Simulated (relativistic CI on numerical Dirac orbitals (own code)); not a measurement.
**Cr⁴⁺ (3d2) in crystal fields: levels and magnetism**

Aim: the levels, ground state and powder susceptibility of Cr⁴⁺ in 6 parametric crystal fields.

Program: relativistic CI on numerical Dirac orbitals (own code) version 1. Level of theory: Dirac-Coulomb-Breit CI, KLI orbitals optimised for each configuration, model QED (radiative potential, 1s self-energy scaled to tabulated hydrogen-like ionisation energies), valence Slater integrals scaled by 0.85, one configuration in a parametric crystal field. These are calculated values, not measurements, unless marked.

### Step 1. The system

* ion: Cr⁴⁺ (Cr V)
* nuclear charge: 24
* electrons: 20
* open shell: 3d2
* Slater scale: 0.85
* field 1 (cm⁻¹): Oh, 10Dq = 5000
* field 2 (cm⁻¹): Oh, 10Dq = 9000
* field 3 (cm⁻¹): Oh, 10Dq = 13000
* field 4 (cm⁻¹): Oh, 10Dq = 17000
* field 5 (cm⁻¹): Oh, 10Dq = 21000
* field 6 (cm⁻¹): Oh, 10Dq = 25000

The outer shells:

[Ar] 3d2
```
[Ar] core
3d [↑ ][↑ ][  ][  ][  ]
```

### Step 2. Field 1: Oh, 10Dq = 5000

Settings, as recorded:

```ini
atom Cr  Z=24  charge=4  electrons=20
nucleus A=52  rms_radius_fm=3.6452
hamiltonian dirac-coulomb  breit=on  qed=on  c_scale=1
orbitals kli  potential=per-configuration
slater_scale 0.85
correlation none
mixing on
configurations
  [Ar] 3d2
end
crystal_field Oh 10Dq=5000
```

### Step 3. Field 2: Oh, 10Dq = 9000

Settings: those of step 2 with these lines changed.

```diff
@@ -10,2 +10,2 @@
 end
-crystal_field Oh 10Dq=5000
+crystal_field Oh 10Dq=9000
```

### Step 4. Field 3: Oh, 10Dq = 13000

Settings: those of step 3 with these lines changed.

```diff
@@ -10,2 +10,2 @@
 end
-crystal_field Oh 10Dq=9000
+crystal_field Oh 10Dq=13000
```

### Step 5. Field 4: Oh, 10Dq = 17000

Settings: those of step 4 with these lines changed.

```diff
@@ -10,2 +10,2 @@
 end
-crystal_field Oh 10Dq=13000
+crystal_field Oh 10Dq=17000
```

### Step 6. Field 5: Oh, 10Dq = 21000

Settings: those of step 5 with these lines changed.

```diff
@@ -10,2 +10,2 @@
 end
-crystal_field Oh 10Dq=17000
+crystal_field Oh 10Dq=21000
```

### Step 7. Field 6: Oh, 10Dq = 25000

Settings: those of step 6 with these lines changed.

```diff
@@ -10,2 +10,2 @@
 end
-crystal_field Oh 10Dq=21000
+crystal_field Oh 10Dq=25000
```

(Steps that only read results are left out.)

**Question.** What will these runs give? Wanted: ground spin.

**Answer**, as computed:

| field | ground state | degeneracy | S | J | first gap (cm⁻¹) | stabilisation (cm⁻¹) | χT at 2 K | χT at 300 K |
| --- | --- | --- | --- | --- | --- | --- | --- | --- |
| 1: Oh | E | 2 | 1.00 | 2.62 | 44 | -2870 | 0.004 | 0.661 |
| 2: Oh | E | 2 | 1.00 | 2.71 | 26 | -5618 | 0.008 | 0.679 |
| 3: Oh | E | 2 | 1.00 | 2.74 | 18 | -8498 | 0.012 | 0.691 |
| 4: Oh | E | 2 | 1.00 | 2.75 | 14 | -11459 | 0.016 | 0.701 |
| 5: Oh | E | 2 | 1.00 | 2.75 | 11 | -14475 | 0.022 | 0.708 |
| 6: Oh | E | 2 | 1.00 | 2.75 | 10 | -17529 | 0.027 | 0.715 |

χT is in cm³ K/mol; stabilisation counts from the free ion's lowest level; S and J come from the expectation values of their squares.

| quantity | value |
| --- | --- |
| ground spin (effective S from ⟨S²⟩) | 1: 1.00, 2: 1.00, 3: 1.00, 4: 1.00, 5: 1.00, 6: 1.00 |
| χT at 300 K | 0.66 to 0.72 cm³ K/mol |

All fields leave the ground state at S = 1. The field is a set of parameters, without covalency or charge transfer.
